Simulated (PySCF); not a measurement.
# C3H9Tl: NMR shieldings

Wanted: NMR shieldings for C3H9Tl (`[CH3][Tl]([CH3])[CH3]`).

Computed with PySCF 2.14.0 and routines of our own; the level stands in each step. Atoms count from 0.

## 1. The system as given

13 atoms, charge 0, multiplicity 1; geometry from: GFN2-xTB.

## 2. NMR shieldings: PBE/pcSseg-1 Tl:us-x2c-TZVPall-2c, spin–orbit

The job: settings as JSON, then the geometry in Å.

```
{"job": {"xc": "PBE", "basis": {"default": "pcSseg-1", "Tl": "us-x2c-TZVPall-2c"}, "rel": "so", "kind": "hnmr"}, "charge": 0, "multiplicity": 1}
C     -0.482377     2.279627    -0.153389
Tl     0.000956    -0.000003     0.025993
C      2.221995    -0.716320     0.153341
C     -1.740289    -1.559091     0.012677
H     -0.405019     2.577907    -1.195740
H      0.221664     2.869105     0.424500
H     -1.487632     2.494951     0.191890
H      2.414596    -1.151580     1.130052
H      2.908787     0.108532    -0.001074
H      2.409624    -1.475086    -0.600539
H     -2.643772    -1.128462     0.431056
H     -1.943348    -1.851681    -1.014509
H     -1.479573    -2.447413     0.578016
```

Level: PBE/pcSseg-1 Tl:us-x2c-TZVPall-2c GIAO NMR shielding, X2C with spin-orbit coupling, screened-nuclear two-electron part, Gaussian nuclei, gas phase.

Command:

```bash
> OMP_NUM_THREADS=1 python heavy_run.py task.json out
```

This one command runs all jobs of the session in turn.

What it wrote:

```text
spin-free SCF
coarse grid: 46344 points
cycle   1  E = -20368.9743421693  dE = -9.802e-01  |g| = 1.714e+00  |ddm| = 8.436e+00
cycle   2  E = -20368.6270297142  dE =  3.473e-01  |g| = 1.474e+00  |ddm| = 2.349e+00
cycle   3  E = -20369.0078447581  dE = -3.808e-01  |g| = 8.370e-01  |ddm| = 2.311e+00
cycle   4  E = -20369.1463889224  dE = -1.385e-01  |g| = 8.327e-02  |ddm| = 7.674e-01
cycle   5  E = -20369.1477257482  dE = -1.337e-03  |g| = 4.547e-02  |ddm| = 1.024e-01
cycle   6  E = -20369.1479673576  dE = -2.416e-04  |g| = 4.878e-03  |ddm| = 3.099e-02
cycle   7  E = -20369.1479668779  dE =  4.797e-07  |g| = 4.913e-03  |ddm| = 1.112e-02
cycle   8  E = -20369.1479741600  dE = -7.282e-06  |g| = 4.298e-04  |ddm| = 6.032e-03
final grid: 96776 points
cycle   9  E = -20369.1089710551  dE = -3.173e-05  |g| = 2.528e-03  |ddm| = 2.247e-03
cycle  10  E = -20369.1089703728  dE =  6.823e-07  |g| = 1.676e-03  |ddm| = 2.953e-03
cycle  11  E = -20369.1089695810  dE =  7.918e-07  |g| = 2.327e-03  |ddm| = 4.736e-03
cycle  12  E = -20369.1089711869  dE = -1.606e-06  |g| = 2.632e-04  |ddm| = 2.802e-03
cycle  13  E = -20369.1089712006  dE = -1.367e-08  |g| = 4.072e-05  |ddm| = 3.364e-04
cycle  14  E = -20369.1089712008  dE = -2.328e-10  |g| = 5.617e-06  |ddm| = 4.372e-05
converged SCF energy = -20369.1089712008
two-component SCF
cycle   1  E = -20356.3600691431  dE = -2.036e+04  |FDS-SDF| = 4.772e+02
cycle   2  E = -20391.6399451316  dE = -3.528e+01  |FDS-SDF| = 1.021e+00
cycle   3  E = -20391.6402756167  dE = -3.305e-04  |FDS-SDF| = 1.394e-01
cycle   4  E = -20391.6398644546  dE =  4.112e-04  |FDS-SDF| = 9.476e-02
cycle   5  E = -20391.6405305176  dE = -6.661e-04  |FDS-SDF| = 2.933e-02
cycle   6  E = -20391.6406737228  dE = -1.432e-04  |FDS-SDF| = 3.822e-03
cycle   7  E = -20391.6406774922  dE = -3.769e-06  |FDS-SDF| = 7.892e-04
cycle   8  E = -20391.6406776006  dE = -1.084e-07  |FDS-SDF| = 1.676e-04
cycle   9  E = -20391.6406776074  dE = -6.796e-09  |FDS-SDF| = 8.707e-05
converged, E = -20391.6406776074

Field gradients (au) and densities at the nuclei (bohr^-3)
atom        Vxx        Vyy        Vzz        centre      nuclear mean
  0 C     -0.0379    -0.0628     0.1007        114.405        114.405
  1 Tl    -6.6559    -6.6662    13.3220    2496361.139    2307901.221
  2 C     -0.0395    -0.0628     0.1023        114.404        114.404
  3 C     -0.0384    -0.0636     0.1019        114.405        114.404
  4 H     -0.1594    -0.1684     0.3277          0.380          0.380
  5 H     -0.1599    -0.1706     0.3305          0.381          0.381
  6 H     -0.1600    -0.1712     0.3311          0.382          0.382
  7 H     -0.1594    -0.1689     0.3283          0.381          0.381
  8 H     -0.1598    -0.1713     0.3311          0.382          0.382
  9 H     -0.1595    -0.1694     0.3290          0.381          0.381
 10 H     -0.1598    -0.1708     0.3306          0.382          0.382
 11 H     -0.1592    -0.1681     0.3273          0.380          0.380
 12 H     -0.1599    -0.1709     0.3308          0.381          0.381
without picture change
  1 Tl                          15.6096                   6649324.767

Core orbital energies (eV)
atom   shell        mean    spread
  1 Tl 1s       -85254.886   0.000
  1 Tl 2s       -15175.435   0.000
  1 Tl 3s        -3622.356   0.000
  1 Tl 4s         -807.585   0.000
  1 Tl 5s         -129.831   0.000
  1 Tl 2p1/2    -14565.698   0.000
  1 Tl 2p3/2    -12512.447   0.027
  1 Tl 3p1/2     -3347.996   0.000
  1 Tl 3p3/2     -2890.708   0.071
  1 Tl 4p1/2      -689.434   0.000
  1 Tl 4p3/2      -578.169   0.129
  1 Tl 5p1/2       -90.155   0.000
  1 Tl 5p3/2       -70.080   0.196
  1 Tl 3d3/2     -2439.033   0.065
  1 Tl 3d5/2     -2341.475   0.084
  1 Tl 4d3/2      -385.545   0.129
  1 Tl 4d5/2      -364.649   0.169
  1 Tl 5d3/2       -16.478   0.102
  1 Tl 5d5/2       -14.315   0.100
  1 Tl 4f5/2      -115.417   0.171
  1 Tl 4f7/2      -110.926   0.190

Shielding tensors (ppm)
atom      isotropic    diamagn.    paramagn.     s11        s22        s33       span
  0 C       133.87      248.13     -114.27      56.68     161.85     183.07     126.40
  1 Tl     9301.25     8716.99      584.26    8798.73    9541.76    9563.27     764.54
  2 C       134.54      248.11     -113.57      57.28     163.34     183.01     125.72
  3 C       134.43      248.09     -113.66      57.17     163.09     183.02     125.84
  4 H        30.84       29.75        1.09      25.80      27.09      39.63      13.84
  5 H        30.17       29.83        0.35      24.26      27.97      38.29      14.03
  6 H        30.05       29.88        0.17      24.04      28.16      37.94      13.91
  7 H        30.70       29.69        1.00      25.30      27.37      39.42      14.11
  8 H        29.91       29.91       -0.00      23.83      28.27      37.64      13.81
  9 H        30.47       29.82        0.65      24.72      27.75      38.92      14.20
 10 H        30.12       29.88        0.24      24.13      28.12      38.10      13.97
 11 H        30.89       29.76        1.13      25.85      27.10      39.71      13.86
 12 H        30.07       29.82        0.25      24.07      28.00      38.12      14.05
```

It took 2 min on 1 thread of Arm Neoverse V1, shared host; peak memory 1.1 GiB.

In short:

```
                       quantity        value
energy from spin-orbit coupling  -22.5317 Eh
```

The fields below are evaluated on a grid from the run's orbitals.

Frontier orbitals at PBE/us-x2c-TZVPall-2c+pcSseg-1, with the share of their density that lies nearest to each atom:

```
orbital  energy (eV)                     lies on
   HOMO        -5.57  C0 35 %; Tl1 18 %; C3 11 %
   LUMO        -1.72                    Tl1 62 %
```

ELF in a plane through or near 5 of the atoms.

Ten even steps from ' ' (0.00) to '@' (1.00):
```
                                                        
                                                        
                                                        
                  ..--++++..                            
                ..==%%@@@@**                            
            ..::--++%%@@%%==                            
          ==##%%##..++****--..        ......            
          **@@@@@@**--%%##----::::::--==++==..          
          ::**##++++**==::====----****::++++::..        
                  ..----++====++::##**++--**==..        
                  ..----++==++++::++####@@@@@@++        
                  ..::--::--==----::--%%@@@@@@%%..      
              ::==++**##%%**--::::    ==@@@@@@==        
            ++%%@@@@%%--::**==..        ....            
            ==%%@@@@##::::%%##--..                      
              ::++++--==**%%%%**::                      
                    ....::++++::                        
                                                        
                                                        
                                                        
```
The map spans 10.9 Å across and 10.9 Å up, centred on the molecule. Atoms in the plane (x, y in Å): C0 (-0.8, -2.2), Tl1 (0.0, 0.0), C2 (2.3, 0.4), C3 (-1.5, 1.8), H8 (2.9, -0.5).

On the surface of density 0.002 e/bohr³ the electrostatic potential runs, from the 1st to the 99th percentile, from -0.31 to 1.72 V.

## 3. NMR shieldings: PBE/pcSseg-1 Tl:us-x2c-TZVPall-2c, spin-free

Settings changed since step 2:

```diff
@@ -1,2 +1,2 @@
-{"job": {"xc": "PBE", "basis": {"default": "pcSseg-1", "Tl": "us-x2c-TZVPall-2c"}, "rel": "so", "kind": "hnmr"}, "charge": 0, "multiplicity": 1}
+{"job": {"xc": "PBE", "basis": {"default": "pcSseg-1", "Tl": "us-x2c-TZVPall-2c"}, "rel": "sf", "kind": "hnmr"}, "charge": 0, "multiplicity": 1}
 C     -0.482377     2.279627    -0.153389
```

With the program's defaults for keys left out, this is: PBE/pcSseg-1 Tl:us-x2c-TZVPall-2c GIAO NMR shielding, spin-free X2C, Gaussian nuclei, gas phase.

What it wrote:

```text
spin-free SCF
coarse grid: 46344 points
cycle   1  E = -20368.9743421693  dE = -9.802e-01  |g| = 1.714e+00  |ddm| = 8.436e+00
cycle   2  E = -20368.6270297142  dE =  3.473e-01  |g| = 1.474e+00  |ddm| = 2.349e+00
cycle   3  E = -20369.0078447581  dE = -3.808e-01  |g| = 8.370e-01  |ddm| = 2.311e+00
cycle   4  E = -20369.1463889224  dE = -1.385e-01  |g| = 8.327e-02  |ddm| = 7.674e-01
cycle   5  E = -20369.1477257482  dE = -1.337e-03  |g| = 4.547e-02  |ddm| = 1.024e-01
cycle   6  E = -20369.1479673576  dE = -2.416e-04  |g| = 4.878e-03  |ddm| = 3.099e-02
cycle   7  E = -20369.1479668779  dE =  4.797e-07  |g| = 4.913e-03  |ddm| = 1.112e-02
cycle   8  E = -20369.1479741600  dE = -7.282e-06  |g| = 4.298e-04  |ddm| = 6.032e-03
final grid: 96776 points
cycle   9  E = -20369.1089710551  dE = -3.173e-05  |g| = 2.528e-03  |ddm| = 2.247e-03
cycle  10  E = -20369.1089703728  dE =  6.823e-07  |g| = 1.676e-03  |ddm| = 2.953e-03
cycle  11  E = -20369.1089695810  dE =  7.918e-07  |g| = 2.327e-03  |ddm| = 4.736e-03
cycle  12  E = -20369.1089711869  dE = -1.606e-06  |g| = 2.632e-04  |ddm| = 2.802e-03
cycle  13  E = -20369.1089712006  dE = -1.367e-08  |g| = 4.072e-05  |ddm| = 3.364e-04
cycle  14  E = -20369.1089712008  dE = -2.328e-10  |g| = 5.617e-06  |ddm| = 4.372e-05
converged SCF energy = -20369.1089712008
check of the scalar solution
cycle   1  E = -20369.1089712006  dE = -2.037e+04  |FDS-SDF| = 5.406e+00
cycle   2  E = -20369.1099230604  dE = -9.519e-04  |FDS-SDF| = 3.285e-03
cycle   3  E = -20369.1099230609  dE = -5.130e-10  |FDS-SDF| = 4.512e-05
converged, E = -20369.1099230609

Field gradients (au) and densities at the nuclei (bohr^-3)
atom        Vxx        Vyy        Vzz        centre      nuclear mean
  0 C     -0.0329    -0.0585     0.0914        114.405        114.404
  1 Tl    -6.3632    -6.3722    12.7354    2478990.781    2290924.858
  2 C     -0.0345    -0.0585     0.0930        114.404        114.404
  3 C     -0.0334    -0.0593     0.0927        114.404        114.404
  4 H     -0.1593    -0.1687     0.3280          0.380          0.380
  5 H     -0.1598    -0.1710     0.3307          0.381          0.381
  6 H     -0.1599    -0.1715     0.3314          0.382          0.382
  7 H     -0.1594    -0.1692     0.3285          0.380          0.380
  8 H     -0.1597    -0.1716     0.3312          0.382          0.382
  9 H     -0.1595    -0.1698     0.3292          0.381          0.381
 10 H     -0.1597    -0.1711     0.3308          0.382          0.382
 11 H     -0.1591    -0.1684     0.3275          0.380          0.380
 12 H     -0.1598    -0.1712     0.3310          0.381          0.381
without picture change
  1 Tl                          16.2264                   6650618.534

Core orbital energies (eV)
atom   shell        mean    spread
  1 Tl 1s       -85278.567   0.000
  1 Tl 2s       -15180.996   0.000
  1 Tl 3s        -3624.082   0.000
  1 Tl 4s         -808.095   0.000
  1 Tl 5s         -129.941   0.000
  1 Tl 2p       -13123.532   0.040
  1 Tl 3p        -3028.328   0.107
  1 Tl 4p         -611.571   0.195
  1 Tl 5p          -76.064   0.302
  1 Tl 3d        -2381.155   0.096
  1 Tl 4d         -373.174   0.194
  1 Tl 5d          -15.201   0.193
  1 Tl 4f         -113.076   0.206

Shielding tensors (ppm)
atom      isotropic    diamagn.    paramagn.     s11        s22        s33       span
  0 C       162.96      247.57      -84.61     132.27     163.02     193.60      61.33
  1 Tl     4579.87    10132.71    -5552.84    4170.47    4182.56    5386.59    1216.12
  2 C       163.43      247.56      -84.14     132.30     164.48     193.50      61.20
  3 C       163.34      247.53      -84.19     132.27     164.23     193.52      61.25
  4 H        30.92       29.75        1.16      26.09      27.52      39.14      13.05
  5 H        30.40       29.81        0.59      25.08      27.88      38.25      13.17
  6 H        30.30       29.86        0.44      24.85      28.00      38.06      13.22
  7 H        30.82       29.70        1.12      25.83      27.61      39.02      13.18
  8 H        30.19       29.89        0.30      24.66      28.05      37.87      13.21
  9 H        30.62       29.81        0.81      25.40      27.82      38.65      13.25
 10 H        30.36       29.86        0.50      24.95      27.97      38.15      13.20
 11 H        30.95       29.76        1.19      26.11      27.53      39.22      13.11
 12 H        30.33       29.80        0.52      24.92      27.91      38.15      13.23
```

It took 29 s on 1 thread of Arm Neoverse V1, shared host; peak memory 1.2 GiB.

## 4. NMR shieldings: PBE/pcSseg-1 Tl:us-x2c-TZVPall-2c in water, spin–orbit

Settings changed since step 3:

```diff
@@ -1,2 +1,2 @@
-{"job": {"xc": "PBE", "basis": {"default": "pcSseg-1", "Tl": "us-x2c-TZVPall-2c"}, "rel": "sf", "kind": "hnmr"}, "charge": 0, "multiplicity": 1}
+{"job": {"xc": "PBE", "basis": {"default": "pcSseg-1", "Tl": "us-x2c-TZVPall-2c"}, "rel": "so", "solvent": "water", "kind": "hnmr"}, "charge": 0, "multiplicity": 1}
 C     -0.482377     2.279627    -0.153389
```

Level: PBE/pcSseg-1 Tl:us-x2c-TZVPall-2c GIAO NMR shielding, X2C with spin-orbit coupling, screened-nuclear two-electron part, Gaussian nuclei, IEF-PCM water.

What it wrote:

```text
spin-free SCF
coarse grid: 46344 points
cycle   1  E = -20368.9796621095  dE = -9.848e-01  |g| = 1.713e+00  |ddm| = 8.439e+00
cycle   2  E = -20368.6579458674  dE =  3.217e-01  |g| = 1.447e+00  |ddm| = 2.285e+00
cycle   3  E = -20369.0189529516  dE = -3.610e-01  |g| = 8.209e-01  |ddm| = 2.212e+00
cycle   4  E = -20369.1493747162  dE = -1.304e-01  |g| = 7.344e-02  |ddm| = 7.055e-01
cycle   5  E = -20369.1505109799  dE = -1.136e-03  |g| = 3.975e-02  |ddm| = 8.873e-02
cycle   6  E = -20369.1506912173  dE = -1.802e-04  |g| = 2.303e-03  |ddm| = 2.616e-02
cycle   7  E = -20369.1506913235  dE = -1.063e-07  |g| = 2.280e-03  |ddm| = 5.208e-03
final grid: 96776 points
cycle   8  E = -20369.1116804915  dE = -2.430e-05  |g| = 6.076e-03  |ddm| = 8.901e-03
cycle   9  E = -20369.1116344540  dE =  4.604e-05  |g| = 1.371e-02  |ddm| = 2.170e-02
cycle  10  E = -20369.1116894383  dE = -5.498e-05  |g| = 6.535e-04  |ddm| = 1.605e-02
cycle  11  E = -20369.1116895262  dE = -8.792e-08  |g| = 4.850e-04  |ddm| = 1.046e-03
cycle  12  E = -20369.1116895486  dE = -2.244e-08  |g| = 3.178e-05  |ddm| = 4.032e-04
cycle  13  E = -20369.1116895488  dE = -2.146e-10  |g| = 1.290e-05  |ddm| = 4.341e-05
converged SCF energy = -20369.1116895488
two-component SCF
cycle   1  E = -20356.3628056699  dE = -2.036e+04  |FDS-SDF| = 4.772e+02
cycle   2  E = -20391.6425039791  dE = -3.528e+01  |FDS-SDF| = 1.021e+00
cycle   3  E = -20391.6428730529  dE = -3.691e-04  |FDS-SDF| = 1.382e-01
cycle   4  E = -20391.6425694934  dE =  3.036e-04  |FDS-SDF| = 8.938e-02
cycle   5  E = -20391.6430978104  dE = -5.283e-04  |FDS-SDF| = 2.775e-02
cycle   6  E = -20391.6432187581  dE = -1.209e-04  |FDS-SDF| = 3.738e-03
cycle   7  E = -20391.6432223335  dE = -3.575e-06  |FDS-SDF| = 7.634e-04
cycle   8  E = -20391.6432224358  dE = -1.023e-07  |FDS-SDF| = 8.627e-05
cycle   9  E = -20391.6432224367  dE = -9.240e-10  |FDS-SDF| = 6.399e-05
converged, E = -20391.6432224367

Field gradients (au) and densities at the nuclei (bohr^-3)
atom        Vxx        Vyy        Vzz        centre      nuclear mean
  0 C     -0.0388    -0.0576     0.0964        114.404        114.404
  1 Tl    -6.5395    -6.5547    13.0943    2496359.696    2307899.884
  2 C     -0.0404    -0.0580     0.0984        114.404        114.404
  3 C     -0.0395    -0.0584     0.0980        114.404        114.404
  4 H     -0.1592    -0.1683     0.3275          0.380          0.380
  5 H     -0.1599    -0.1711     0.3310          0.381          0.381
  6 H     -0.1601    -0.1717     0.3318          0.382          0.382
  7 H     -0.1594    -0.1689     0.3282          0.380          0.380
  8 H     -0.1599    -0.1719     0.3318          0.382          0.382
  9 H     -0.1595    -0.1696     0.3291          0.380          0.380
 10 H     -0.1599    -0.1712     0.3312          0.381          0.381
 11 H     -0.1591    -0.1679     0.3270          0.380          0.380
 12 H     -0.1600    -0.1713     0.3313          0.381          0.381
without picture change
  1 Tl                          15.3771                   6649321.021

Core orbital energies (eV)
atom   shell        mean    spread
  1 Tl 1s       -85254.727   0.000
  1 Tl 2s       -15175.274   0.000
  1 Tl 3s        -3622.195   0.000
  1 Tl 4s         -807.424   0.000
  1 Tl 5s         -129.669   0.000
  1 Tl 2p1/2    -14565.536   0.000
  1 Tl 2p3/2    -12512.286   0.027
  1 Tl 3p1/2     -3347.835   0.000
  1 Tl 3p3/2     -2890.547   0.070
  1 Tl 4p1/2      -689.272   0.000
  1 Tl 4p3/2      -578.008   0.125
  1 Tl 5p1/2       -89.994   0.000
  1 Tl 5p3/2       -69.919   0.183
  1 Tl 3d3/2     -2438.871   0.064
  1 Tl 3d5/2     -2341.314   0.083
  1 Tl 4d3/2      -385.384   0.126
  1 Tl 4d5/2      -364.487   0.165
  1 Tl 5d3/2       -16.315   0.078
  1 Tl 5d5/2       -14.153   0.093
  1 Tl 4f5/2      -115.255   0.166
  1 Tl 4f7/2      -110.764   0.184

Shielding tensors (ppm)
atom      isotropic    diamagn.    paramagn.     s11        s22        s33       span
  0 C       137.81      248.82     -111.02      64.06     164.24     185.12     121.06
  1 Tl     9495.14     8716.62      778.51    8902.50    9783.75    9799.16     896.66
  2 C       138.40      248.79     -110.39      64.58     165.58     185.05     120.47
  3 C       138.33      248.78     -110.45      64.51     165.39     185.08     120.57
  4 H        30.87       29.86        1.00      25.71      27.24      39.65      13.95
  5 H        30.30       29.96        0.33      24.29      28.14      38.46      14.17
  6 H        30.19       30.02        0.16      24.06      28.35      38.15      14.09
  7 H        30.75       29.81        0.93      25.27      27.50      39.47      14.20
  8 H        30.06       30.06        0.00      23.85      28.47      37.87      14.02
  9 H        30.54       29.94        0.60      24.72      27.89      39.01      14.30
 10 H        30.25       30.02        0.23      24.16      28.30      38.29      14.13
 11 H        30.91       29.87        1.04      25.75      27.24      39.73      13.98
 12 H        30.19       29.96        0.24      24.10      28.18      38.30      14.21
```

Wall time 84 s (1 thread of Arm Neoverse V1, shared host); peak memory 1.2 GiB.

From this job:

```
                       quantity        value
energy from spin-orbit coupling  -22.5315 Eh
```

(Part 1 of 2 ends here.)
